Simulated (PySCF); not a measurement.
# C₂H₇NSi₂: runs on many settings

Aim: see how C₂H₇NSi₂ (`C#C[SiH2][SiH2]N`) answers to the choice of functional, basis, grid and SCF options.

Programs: PySCF 2.14.0, with density-fitted response routines of our own. Each step states its level of theory. These are calculated values for one molecule, in the gas phase or a continuum, unless marked as measured. Atoms are numbered from 0 throughout.

### 1 The starting structure

12 atoms, charge 0, multiplicity 1; geometry from: GFN2-xTB.

Bonds of the start (Å): C0–C1 1.20, C1–Si2 1.85, Si2–Si3 2.31, Si3–N4 1.72, C0–H5 1.05, Si2–H6 1.47, Si2–H7 1.47, Si3–H8 1.48, Si3–H9 1.47, N4–H10 1.01, N4–H11 1.01.

### 2 NMR shieldings: PBE0/pcSseg-1

The job: settings as JSON, then the geometry in Å.

```
{"job": {"kind": "nmr", "xc": "PBE0", "basis": "pcSseg-1"}, "charge": 0, "multiplicity": 1}
C      2.750099    -0.720326    -0.022677
C      1.885310     0.115495    -0.047143
Si     0.492712     1.339454    -0.087469
Si    -1.520454     0.277630     0.277924
N     -1.352849    -1.307485    -0.379107
H      3.520340    -1.438126    -0.006283
H      0.818532     2.334861     0.947394
H      0.619584     2.019240    -1.385203
H     -1.908247     0.296204     1.704563
H     -2.661742     0.839804    -0.453931
H     -2.139477    -1.936405    -0.361603
H     -0.502608    -1.821031    -0.212493
```

Level: GIAO PBE0/pcSseg-1 NMR shielding, non-relativistic, gas phase.

Run with:

```sh
$ OMP_NUM_THREADS=1 python probes_run.py task.json out
```

One launch serves the whole session: the jobs run in the order shown.

The program printed:

```text
coarse grid: 10824 points
cycle   1  E = -713.5778318376  dE =  2.984e-01  |g| = 5.161e-01  |ddm| = 3.158e+00
cycle   2  E = -713.5382031734  dE =  3.963e-02  |g| = 6.591e-01  |ddm| = 1.156e+00
cycle   3  E = -713.6382217566  dE = -1.000e-01  |g| = 8.889e-02  |ddm| = 7.024e-01
cycle   4  E = -713.6395669755  dE = -1.345e-03  |g| = 4.633e-02  |ddm| = 9.573e-02
cycle   5  E = -713.6400507153  dE = -4.837e-04  |g| = 1.883e-02  |ddm| = 4.461e-02
cycle   6  E = -713.6401371220  dE = -8.641e-05  |g| = 2.714e-03  |ddm| = 1.533e-02
cycle   7  E = -713.6401392854  dE = -2.163e-06  |g| = 3.029e-04  |ddm| = 3.684e-03
final grid: 94864 points
cycle   8  E = -713.6662769316  dE = -1.540e-05  |g| = 6.019e-03  |ddm| = 2.207e-02
cycle   9  E = -713.6662702339  dE =  6.698e-06  |g| = 8.242e-03  |ddm| = 1.276e-02
cycle  10  E = -713.6662848716  dE = -1.464e-05  |g| = 5.495e-04  |ddm| = 7.244e-03
cycle  11  E = -713.6662849320  dE = -6.046e-08  |g| = 2.104e-04  |ddm| = 6.947e-04
cycle  12  E = -713.6662849398  dE = -7.796e-09  |g| = 1.268e-04  |ddm| = 2.341e-04
cycle  13  E = -713.6662849439  dE = -4.032e-09  |g| = 2.189e-05  |ddm| = 9.633e-05
cycle  14  E = -713.6662849440  dE = -1.241e-10  |g| = 3.661e-06  |ddm| = 2.689e-05
converged SCF energy = -713.6662849440

GIAO shielding tensors (ppm)
atom      isotropic    diamagn.    paramagn.     s11        s22        s33       span
  0 C       80.841     260.262    -179.421     -6.981     -2.519    252.022    259.003
  1 C      104.111     261.157    -157.046     10.569     12.106    289.657    279.088
  2 Si     451.417     880.479    -429.062    426.953    459.928    467.369     40.416
  3 Si     408.452     879.205    -470.753    362.044    389.310    474.003    111.958
  4 N      271.715     318.385     -46.670    237.789    256.601    320.755     82.965
  5 H       29.791      32.924      -3.132     24.462     24.860     40.052     15.590
  6 H       27.493      27.778      -0.285     23.896     25.670     32.913      9.017
  7 H       27.357      27.917      -0.560     23.645     25.550     32.875      9.231
  8 H       26.585      28.811      -2.226     22.840     24.517     32.398      9.557
  9 H       26.826      28.511      -1.685     23.694     25.042     31.742      8.048
 10 H       31.791      29.911       1.880     23.405     27.452     44.517     21.112
 11 H       31.545      33.584      -2.038     22.795     29.265     42.576     19.781
```

Run time: 20 s. Hardware: 1 thread of Intel Xeon Platinum 8488C, shared host; peak memory 0.64 GiB.

Shifts follow as δ = σ(reference) − σ, with reference shieldings (ppm) from runs at the same level and on the same kind of geometry: ¹H TMS 31.72, ¹³C TMS 186.9, ²⁹Si TMS 349.2, ¹⁵N NH3 267.7. The references are single molecules in the gas phase, so shifts against H2O, NH3, PH3, H3PO4 or CFCl3 are not on the usual liquid scales and can be off by tens of ppm. Atoms listed in one row are averaged.

```tsv
atoms	environment	σ (ppm)	δ (ppm)	δ scaled to CDCl3
C0	terminal alkyne carbon	80.8	106.1	101.6
C1	alkyne carbon	104.1	82.8	78.9
H8, H9	hydrogen on a silicon bonded to N, Si	26.71	5.01	–
H6, H7	hydrogen on a silicon bonded to C, Si	27.42	4.29	–
H5	hydrogen on a terminal alkyne carbon	29.79	1.93	1.92
H10, H11	hydrogen on a nitrogen bonded to Si	31.67	0.05	–
Si3	silicon bonded to N, Si, 2 H	408.5	-59.3	–
Si2	silicon bonded to C, Si, 2 H	451.4	-102.3	–
N4	nitrogen bonded to Si, 2 H	271.7	-4.0	–
```

The scaled column applies a straight-line fit of computed shieldings to shifts measured in CDCl3 (root-mean-square error 0.16 ppm for H, 1.9 ppm for C).

Charges from the same density, by scheme (e):

```tsv
atoms	Mulliken	IAO	Hirshfeld	ESP fit
C0	-0.19	-0.20	-0.09	-0.39
C1	-0.19	-0.31	-0.15	-0.05
Si2	0.37	0.46	0.27	0.13
Si3	0.48	0.63	0.29	0.60
N4	-0.63	-0.84	-0.32	-1.00
```

Mayer bond orders: C0–C1 2.56, C1–Si2 0.92, Si2–Si3 0.90, Si3–N4 1.04.

The fields below are evaluated on a grid from the run's orbitals.

Frontier orbitals at PBE0/pcSseg-1, with the share of their density that lies nearest to each atom:

```tsv
orbital	energy (eV)	lies on
HOMO	-7.30	N4 57 %; H8 15 %; H10, H11 about 7 % each
LUMO	-0.52	Si2, Si3 about 15 % each; C0, C1 about 12 % each; H9 12 %
```

ELF in a plane through or near 6 of the atoms.

Values, 10 rows by 14 columns:
```
0.00 0.00 0.00 0.00 0.00 0.00 0.00 0.00 0.00 0.00 0.00 0.00 0.00 0.00
0.00 0.00 0.00 0.00 0.00 0.02 0.07 0.01 0.00 0.00 0.00 0.00 0.00 0.00
0.00 0.00 0.00 0.00 0.02 0.63 0.88 0.21 0.01 0.00 0.00 0.00 0.00 0.00
0.00 0.00 0.00 0.01 0.04 0.45 0.21 0.39 0.34 0.25 0.52 0.11 0.00 0.00
0.00 0.00 0.05 0.49 0.68 0.92 0.14 0.97 0.23 0.11 0.92 0.46 0.00 0.00
0.00 0.00 0.13 0.66 0.76 0.42 0.42 0.21 0.20 0.17 0.18 0.04 0.00 0.00
0.00 0.00 0.90 0.99 0.55 0.67 0.03 0.81 0.72 0.74 0.24 0.00 0.00 0.00
0.00 0.00 0.63 0.94 0.19 0.15 0.00 0.95 0.45 0.87 0.85 0.00 0.00 0.00
0.00 0.00 0.00 0.00 0.00 0.00 0.00 0.00 0.00 0.01 0.00 0.00 0.00 0.00
0.00 0.00 0.00 0.00 0.00 0.00 0.00 0.00 0.00 0.00 0.00 0.00 0.00 0.00
```
The map spans 12.2 Å across and 9.9 Å up, centred on the molecule. Atoms in the plane (x, y in Å): C0 (-2.7, -0.8), C1 (-1.9, 0.1), Si2 (-0.5, 1.3), Si3 (1.5, 0.3), H5 (-3.5, -1.5), H11 (0.5, -1.8).

log10 of the density (e/Å³) in the same plane.

Values, 10 rows by 14 columns:
```
-4.0 -4.0 -4.0 -4.0 -4.0 -4.0 -3.9 -4.0 -4.0 -4.0 -4.0 -4.0 -4.0 -4.0
-4.0 -4.0 -4.0 -4.0 -3.3 -2.6 -2.4 -2.8 -3.5 -4.0 -4.0 -4.0 -4.0 -4.0
-4.0 -4.0 -4.0 -3.5 -2.5 -1.4 -0.9 -1.6 -2.4 -2.8 -3.0 -3.5 -4.0 -4.0
-4.0 -4.0 -3.8 -2.6 -1.8 -0.8 -0.1 -0.7 -1.2 -1.4 -1.6 -2.4 -3.6 -4.0
-4.0 -3.8 -2.4 -1.3 -0.4  0.0 -0.2 -0.2  0.2 -0.1 -0.6 -1.8 -3.2 -4.0
-4.0 -3.2 -1.8 -0.3  0.4  0.2 -0.8 -0.9 -0.2 -0.4 -1.2 -2.3 -3.5 -4.0
-4.0 -3.0 -1.2  0.3  0.0 -0.8 -1.6 -0.5  0.3 -0.1 -1.3 -2.9 -4.0 -4.0
-4.0 -3.5 -2.0 -1.1 -1.5 -2.0 -2.3 -0.8 -0.7 -0.6 -1.4 -3.2 -4.0 -4.0
-4.0 -4.0 -3.7 -3.2 -3.3 -3.6 -3.8 -2.8 -2.6 -2.6 -3.1 -4.0 -4.0 -4.0
-4.0 -4.0 -4.0 -4.0 -4.0 -4.0 -4.0 -4.0 -4.0 -4.0 -4.0 -4.0 -4.0 -4.0
```
The map spans 12.2 Å across and 9.9 Å up, centred on the molecule. Atoms in the plane (x, y in Å): C0 (-2.7, -0.8), C1 (-1.9, 0.1), Si2 (-0.5, 1.3), Si3 (1.5, 0.3), H5 (-3.5, -1.5), H11 (0.5, -1.8).

On the surface of density 0.002 e/bohr³ the electrostatic potential runs, from the 1st to the 99th percentile, from -1.18 V near N4 to 1.56 V near H5.

### 3 Excited states and response: PBE0/def2-SVPD

The job, as its differences from that of step 2:

```diff
@@ -1,2 +1,2 @@
-{"job": {"kind": "nmr", "xc": "PBE0", "basis": "pcSseg-1"}, "charge": 0, "multiplicity": 1}
+{"job": {"kind": "uv", "xc": "PBE0", "basis": "def2-SVPD", "nstates": 6, "ntriplets": 2}, "charge": 0, "multiplicity": 1}
 C      2.750099    -0.720326    -0.022677
```

Level: TDDFT PBE0/def2-SVPD, vertical, gas phase, core orbitals frozen in the response.

The program printed:

```text
coarse grid: 10824 points
cycle   1  E = -713.2873433096  dE =  2.639e-01  |g| = 4.862e-01  |ddm| = 6.665e+00
cycle   2  E = -713.2447586300  dE =  4.258e-02  |g| = 6.381e-01  |ddm| = 2.055e+00
cycle   3  E = -713.3434896247  dE = -9.873e-02  |g| = 8.887e-02  |ddm| = 9.074e-01
cycle   4  E = -713.3449133540  dE = -1.424e-03  |g| = 4.792e-02  |ddm| = 1.687e-01
cycle   5  E = -713.3454592369  dE = -5.459e-04  |g| = 1.801e-02  |ddm| = 7.192e-02
cycle   6  E = -713.3455411219  dE = -8.188e-05  |g| = 2.481e-03  |ddm| = 2.598e-02
cycle   7  E = -713.3455431650  dE = -2.043e-06  |g| = 3.637e-04  |ddm| = 7.169e-03
final grid: 94864 points
cycle   8  E = -713.4321558681  dE = -1.422e-05  |g| = 5.723e-03  |ddm| = 1.327e-01
cycle   9  E = -713.4321483904  dE =  7.478e-06  |g| = 8.154e-03  |ddm| = 1.932e-02
cycle  10  E = -713.4321637282  dE = -1.534e-05  |g| = 5.242e-04  |ddm| = 1.038e-02
cycle  11  E = -713.4321637950  dE = -6.685e-08  |g| = 2.070e-04  |ddm| = 1.110e-03
cycle  12  E = -713.4321638024  dE = -7.327e-09  |g| = 1.339e-04  |ddm| = 3.781e-04
cycle  13  E = -713.4321638071  dE = -4.699e-09  |g| = 1.369e-05  |ddm| = 1.775e-04
cycle  14  E = -713.4321638071  dE = -6.639e-11  |g| = 3.126e-06  |ddm| = 3.360e-05
converged SCF energy = -713.4321638071

Static polarisability (au): isotropic 85.864, principal 69.476 83.289 104.825

Singlet excitations
state   eV       nm        f      main configurations
  1   5.5164    224.8   0.00462   H->L 0.95
  2   5.9893    207.0   0.00259   H->L+1 0.30, H-2->L 0.26, H-1->L+1 0.21
  3   6.1277    202.3   0.00584   H->L+1 0.49, H-2->L 0.36
  4   6.1966    200.1   0.03971   H-1->L 0.58, H-2->L+1 0.24
  5   6.3349    195.7   0.00093   H-1->L+1 0.57, H->L+1 0.16, H-2->L 0.09
  6   6.5297    189.9   0.01101   H->L+2 0.87

Triplet excitations (Tamm-Dancoff, eV): 4.9119 5.2299
```

Run time: 22 s. Hardware: 1 thread of Intel Xeon Platinum 8488C, shared host; peak memory 0.71 GiB.

Frontier orbitals and where they lie:

```tsv
orbital	eV	atoms
HOMO−3	-9.23	Si2 22 %, C1 22 %, Si3 18 %
HOMO−2	-8.26	C1 39 %, C0 39 %, Si2 8 %
HOMO−1	-8.05	C0 27 %, C1 27 %, Si3 13 %
HOMO	-7.38	N4 55 %, Si3 15 %, H8 10 %
LUMO	-0.58	Si3 26 %, Si2 22 %, C1 13 %
LUMO+1	-0.18	Si2 25 %, C0 19 %, C1 19 %
LUMO+2	0.24	Si2 22 %, C1 19 %, C0 18 %
```

With each of the 6 states as a Gaussian band of 0.4 eV half-width at 1/e, the curve within the window shown has maxima at 200 nm (ε 2,200) L/(mol cm). Beyond the last state computed it falls off for lack of states. The curve at chosen wavelengths:

nm, ε (L/mol/cm) and a bar:
```
      182        406 #####
      185        695 #########
      188       1064 ##############
      190       1336 ##################
      193       1730 ########################
      196       2036 ############################
      199       2182 ##############################
      202       2141 #############################
      204       2017 ############################
      207       1732 ########################
      210       1391 ###################
      213       1062 ##############
      216        787 ###########
      218        641 #########
      221        476 ######
      224        362 #####
      227        283 ####
      230        224 ###
      232        192 ##
      235        151 ##
      238        116 #
      241         86 #
      244         62 #
      246         49 
      249         33 
      252         22
```

Leading natural transition orbitals of singlet state 4: the hole lies on C0, C1 about 34 % each; Si3 7 %; the particle on C0, C1 about 19 % each; Si2 14 %; Si3 10 %.

Leading natural transition orbitals of singlet state 1: the hole lies on N4 55 %; H8 17 %; H10, H11 about 7 % each; the particle on Si2, Si3 about 15 % each; H9 13 %; H8, H10 about 9 % each.

Ground-state properties from the same run:

```tsv
property	computed
dipole moment (D)	1.35
polarisability (Å³)	12.72
HOMO–LUMO gap (eV)	6.80
−ε(HOMO) (eV)	7.38
```

### 4 Shielding tensors: B3LYP/Sadlej pVTZ

The job, as its differences from that of step 3:

```diff
@@ -1,2 +1,2 @@
-{"job": {"kind": "uv", "xc": "PBE0", "basis": "def2-SVPD", "nstates": 6, "ntriplets": 2}, "charge": 0, "multiplicity": 1}
+{"job": {"kind": "nmr", "xc": "B3LYP", "basis": "Sadlej pVTZ", "pop": false, "scf": {"damp": 0.3}}, "charge": 0, "multiplicity": 1}
 C      2.750099    -0.720326    -0.022677
```

With the program's defaults for keys left out, this is: GIAO B3LYP/Sadlej pVTZ NMR shielding, non-relativistic, gas phase.

The program printed:

```text
damping 0.30 in the first 6 cycles
final grid: 94864 points
cycle   1  E = -714.1044757780  dE =  3.227e-01  |g| = 5.653e-01  |ddm| = 2.303e+01
cycle   2  E = -714.1378204298  dE = -3.334e-02  |g| = 4.218e-01  |ddm| = 3.765e+00
cycle   3  E = -714.1487719067  dE = -1.095e-02  |g| = 3.689e-01  |ddm| = 2.232e+00
cycle   4  E = -714.1499625207  dE = -1.191e-03  |g| = 3.556e-01  |ddm| = 1.568e+00
cycle   5  E = -714.1428782010  dE =  7.084e-03  |g| = 3.906e-01  |ddm| = 1.381e+00
cycle   6  E = -713.9987439268  dE =  1.441e-01  |g| = 8.364e-01  |ddm| = 2.145e+00
cycle   7  E = -713.3959881307  dE =  6.028e-01  |g| = 1.696e+00  |ddm| = 4.529e+00
cycle   8  E = -714.1758862162  dE = -7.799e-01  |g| = 1.345e-01  |ddm| = 3.391e+00
cycle   9  E = -714.1777425362  dE = -1.856e-03  |g| = 1.018e-01  |ddm| = 5.580e-01
cycle  10  E = -714.1801815856  dE = -2.439e-03  |g| = 8.442e-03  |ddm| = 1.991e-01
cycle  11  E = -714.1801997006  dE = -1.812e-05  |g| = 2.941e-03  |ddm| = 6.502e-02
cycle  12  E = -714.1802025794  dE = -2.879e-06  |g| = 2.911e-04  |ddm| = 2.253e-02
cycle  13  E = -714.1802026000  dE = -2.058e-08  |g| = 1.371e-04  |ddm| = 1.912e-03
cycle  14  E = -714.1802026056  dE = -5.643e-09  |g| = 1.929e-05  |ddm| = 8.815e-04
cycle  15  E = -714.1802026057  dE = -1.002e-10  |g| = 6.103e-06  |ddm| = 1.733e-04
converged SCF energy = -714.1802026057

GIAO shielding tensors (ppm)
atom      isotropic    diamagn.    paramagn.     s11        s22        s33       span
  0 C       94.188     275.763    -181.575     12.893     16.550    253.122    240.229
  1 C      117.369     209.525     -92.156     29.897     34.535    287.674    257.777
  2 Si     445.234     908.734    -463.500    417.333    455.171    463.198     45.865
  3 Si     405.990     902.165    -496.176    365.415    387.537    465.018     99.603
  4 N      269.534     205.938      63.595    242.076    257.535    308.991     66.915
  5 H       29.386      40.256     -10.870     23.395     24.758     40.005     16.611
  6 H       27.684      31.136      -3.452     24.247     25.985     32.821      8.575
  7 H       27.566      32.103      -4.537     24.057     25.863     32.779      8.722
  8 H       26.594      34.092      -7.498     22.790     24.532     32.461      9.671
  9 H       27.053      31.386      -4.334     23.939     25.460     31.759      7.821
 10 H       31.975      36.330      -4.354     24.403     28.029     43.495     19.092
 11 H       31.780      27.830       3.950     23.783     29.690     41.866     18.083
```

Wall time 34 s (1 thread of Intel Xeon Platinum 8488C, shared host); peak memory 0.78 GiB.

Key values: δ C0 99.4, C1 76.2, Si3 -68.6, Si2 -107.8, H8 5.42, H6 4.62 ppm (means over like atoms).

### 5 Excited states and response: revPBE/def2-SVPD in chloroform

The job, as its differences from that of step 4:

```diff
@@ -1,2 +1,2 @@
-{"job": {"kind": "nmr", "xc": "B3LYP", "basis": "Sadlej pVTZ", "pop": false, "scf": {"damp": 0.3}}, "charge": 0, "multiplicity": 1}
+{"job": {"kind": "uv", "xc": "revPBE", "basis": "def2-SVPD", "solvent": "chloroform", "nstates": 3, "ntriplets": 5, "tda": false, "scf": {"level_shift": 0.2}}, "charge": 0, "multiplicity": 1}
 C      2.750099    -0.720326    -0.022677
```

With the program's defaults for keys left out, this is: TDDFT revPBE/def2-SVPD, vertical, IEF-PCM chloroform (non-equilibrium linear response), core orbitals frozen in the response.

The program printed:

```text
final grid: 94864 points
cycle   1  E = -713.6120420408  dE =  2.310e-01  |g| = 5.190e-01  |ddm| = 7.362e+00
cycle   2  E = -713.6135896354  dE = -1.548e-03  |g| = 5.571e-01  |ddm| = 1.761e+00
cycle   3  E = -713.6796935841  dE = -6.610e-02  |g| = 1.143e-01  |ddm| = 6.156e-01
cycle   4  E = -713.6835250586  dE = -3.831e-03  |g| = 2.572e-02  |ddm| = 2.170e-01
cycle   5  E = -713.6836984130  dE = -1.734e-04  |g| = 6.282e-03  |ddm| = 1.107e-01
cycle   6  E = -713.6837063348  dE = -7.922e-06  |g| = 4.365e-03  |ddm| = 1.657e-02
cycle   7  E = -713.6837105765  dE = -4.242e-06  |g| = 1.217e-03  |ddm| = 9.913e-03
cycle   8  E = -713.6837109752  dE = -3.987e-07  |g| = 2.605e-04  |ddm| = 3.671e-03
cycle   9  E = -713.6837110001  dE = -2.485e-08  |g| = 6.286e-05  |ddm| = 1.362e-03
cycle  10  E = -713.6837110028  dE = -2.721e-09  |g| = 1.834e-05  |ddm| = 4.409e-04
cycle  11  E = -713.6837110033  dE = -4.737e-10  |g| = 8.786e-06  |ddm| = 1.608e-04
level shift removed, Fock matrix diagonalised once more
converged SCF energy = -713.6837110033

Static polarisability (au): isotropic 110.651, principal 90.890 106.820 134.243

Singlet excitations
state   eV       nm        f      main configurations
  1   4.6822    264.8   0.00264   H->L 0.99
  2   4.9940    248.3   0.00425   H->L+1 0.99
  3   5.4603    227.1   0.01255   H->L+2 0.99

Triplet excitations (Tamm-Dancoff, eV): 4.5166 4.8682 4.9452 5.3138 5.3173
```

It took 15 s on 1 thread of Intel Xeon Platinum 8488C, shared host; peak memory 0.69 GiB.

This run: HOMO -5.90 eV, LUMO -1.27 eV; lowest singlet 4.68 eV.

### 6 NMR shieldings: revPBE/pcSseg-1

The job, as its differences from that of step 5:

```diff
@@ -1,2 +1,2 @@
-{"job": {"kind": "uv", "xc": "revPBE", "basis": "def2-SVPD", "solvent": "chloroform", "nstates": 3, "ntriplets": 5, "tda": false, "scf": {"level_shift": 0.2}}, "charge": 0, "multiplicity": 1}
+{"job": {"kind": "nmr", "xc": "revPBE", "basis": "pcSseg-1", "pop": false, "scf": {"aux": "def2-qzvpp-jkfit"}, "grid": 3}, "charge": 0, "multiplicity": 1}
 C      2.750099    -0.720326    -0.022677
```

Level: GIAO revPBE/pcSseg-1 NMR shielding, non-relativistic, gas phase.

The program printed:

```text
final grid: 149160 points
cycle   1  E = -713.8193770798  dE =  2.901e-01  |g| = 6.451e-01  |ddm| = 3.244e+00
cycle   2  E = -713.5917135100  dE =  2.277e-01  |g| = 1.142e+00  |ddm| = 2.011e+00
cycle   3  E = -713.9104671366  dE = -3.188e-01  |g| = 1.832e-01  |ddm| = 1.628e+00
cycle   4  E = -713.9167861267  dE = -6.319e-03  |g| = 9.931e-02  |ddm| = 2.315e-01
cycle   5  E = -713.9188020316  dE = -2.016e-03  |g| = 5.362e-02  |ddm| = 1.114e-01
cycle   6  E = -713.9195257662  dE = -7.237e-04  |g| = 8.887e-03  |ddm| = 4.444e-02
cycle   7  E = -713.9195529021  dE = -2.714e-05  |g| = 1.482e-03  |ddm| = 1.539e-02
cycle   8  E = -713.9195535877  dE = -6.856e-07  |g| = 2.912e-04  |ddm| = 2.454e-03
cycle   9  E = -713.9195536079  dE = -2.019e-08  |g| = 7.275e-05  |ddm| = 4.354e-04
cycle  10  E = -713.9195536093  dE = -1.444e-09  |g| = 1.661e-05  |ddm| = 1.332e-04
cycle  11  E = -713.9195536094  dE = -8.640e-11  |g| = 3.082e-06  |ddm| = 3.113e-05
converged SCF energy = -713.9195536094

GIAO shielding tensors (ppm)
atom      isotropic    diamagn.    paramagn.     s11        s22        s33       span
  0 C       82.389     257.725    -175.336     -3.951      0.478    250.641    254.592
  1 C      104.478     260.086    -155.608     12.706     14.389    286.339    273.633
  2 Si     443.153     881.426    -438.273    417.358    450.570    461.530     44.172
  3 Si     399.499     879.864    -480.365    352.253    378.863    467.380    115.127
  4 N      266.388     316.850     -50.462    231.377    250.132    317.654     86.277
  5 H       29.898      33.632      -3.734     24.657     25.063     39.974     15.316
  6 H       27.465      27.971      -0.506     23.935     25.717     32.743      8.808
  7 H       27.350      28.142      -0.792     23.692     25.614     32.744      9.053
  8 H       26.371      28.938      -2.566     22.569     24.279     32.267      9.698
  9 H       26.756      28.653      -1.898     23.679     25.062     31.525      7.846
 10 H       31.988      30.001       1.987     23.797     27.969     44.198     20.401
 11 H       31.707      33.572      -1.865     23.186     29.706     42.230     19.043
```

Wall time 19 s (1 thread of Intel Xeon Platinum 8488C, shared host); peak memory 0.51 GiB.

In short: δ C0 100.3, C1 78.2, Si3 -63.0, Si2 -106.7, H8 5.20, H6 4.36 ppm (means over like atoms).

### 7 Comparing the runs: NMR shifts

Shifts (ppm) of some atoms, chosen among heavy atoms and hydrogens apart, means over like atoms, with basis size and wall time:

```tsv
run	C0	C1	H5	H10	Si3	Si2	N4	functions	time
PBE0/pcSseg-1	106.1	82.8	1.93	0.05	-59.3	-102.3	-4.0	134	20 s
B3LYP/Sadlej pVTZ	99.4	76.2	2.86	0.37	-68.6	-107.8	0.3	199	34 s
revPBE/pcSseg-1	100.3	78.2	1.87	-0.08	-63.0	-106.7	-1.0	134	19 s
```

### 8 Comparing the runs: electronic excitations

Excitations and ground-state properties, with basis size and wall time:

```tsv
run	lowest singlet (eV)	brightest (eV)	f	gap (eV)	α (Å³)	μ (D)	functions	time
PBE0/def2-SVPD	5.52	6.20	0.040	6.80	12.72	1.35	164	22 s
revPBE/def2-SVPD in chloroform	4.68	5.46	0.013	4.63	16.40	1.67	164	15 s
```

### 9 Results

| quantity | value |
| --- | --- |
| ¹³C shifts against TMS (PBE0/pcSseg-1) | 106.1, 82.8 ppm |
| ¹H shifts against TMS (PBE0/pcSseg-1, means over atoms taken as alike) | 5.01, 4.29, 1.93, 0.05 ppm |
| ²⁹Si shifts against TMS (PBE0/pcSseg-1) | -59.3, -102.3 ppm |
| ¹⁵N shifts against NH3 (PBE0/pcSseg-1) | -4.0 ppm |
| surface potential, 1st and 99th percentile | -1.18 V and 1.56 V |
| lowest singlet (PBE0/def2-SVPD) | 5.52 eV (225 nm), f = 0.005 |
| brightest single state of those computed | state 4, 6.20 eV, f = 0.040 |
| lowest triplet | 4.91 eV |
| range of the shift of Si3 | -68.6 to -59.3 ppm |
| range of the lowest singlet | 4.68 to 5.52 eV |

What this shows: Single values in the summary come from the first run of each kind that ended normally (PBE0/pcSseg-1; PBE0/def2-SVPD), which need not be the best level. At PBE0/pcSseg-1: The widest tensor belongs to C1: span 279 ppm, with a paramagnetic part of -157 ppm. By nearest atom (PBE0/pcSseg-1), the HOMO sits on N4 57 %; H8 15 % and the LUMO on Si2, Si3 about 15 % each; C0, C1 about 12 % each. The lowest singlet, at 5.52 eV, is HOMO→LUMO 0.95 and is weak; of the 6 states computed, the strongest absorption comes from state 4 at 6.20 eV. The lowest triplet lies 0.60 eV below the lowest singlet (triplets in Tamm-Dancoff, singlets in full TDDFT). Across the 3 runs the shift of Si3 moves most, between -68.6 (B3LYP/Sadlej pVTZ) and -59.3 ppm (PBE0/pcSseg-1). Most of that comes from the computed reference, not from the atom's own shielding. The lowest singlet runs from 4.68 eV (revPBE/def2-SVPD in chloroform) to 5.52 eV (PBE0/def2-SVPD), while the orbital gap spans 4.63 to 6.80 eV. The lowest state need not be the same one in every run. The runs solved for a few states only, so the brightest column depends on that window.
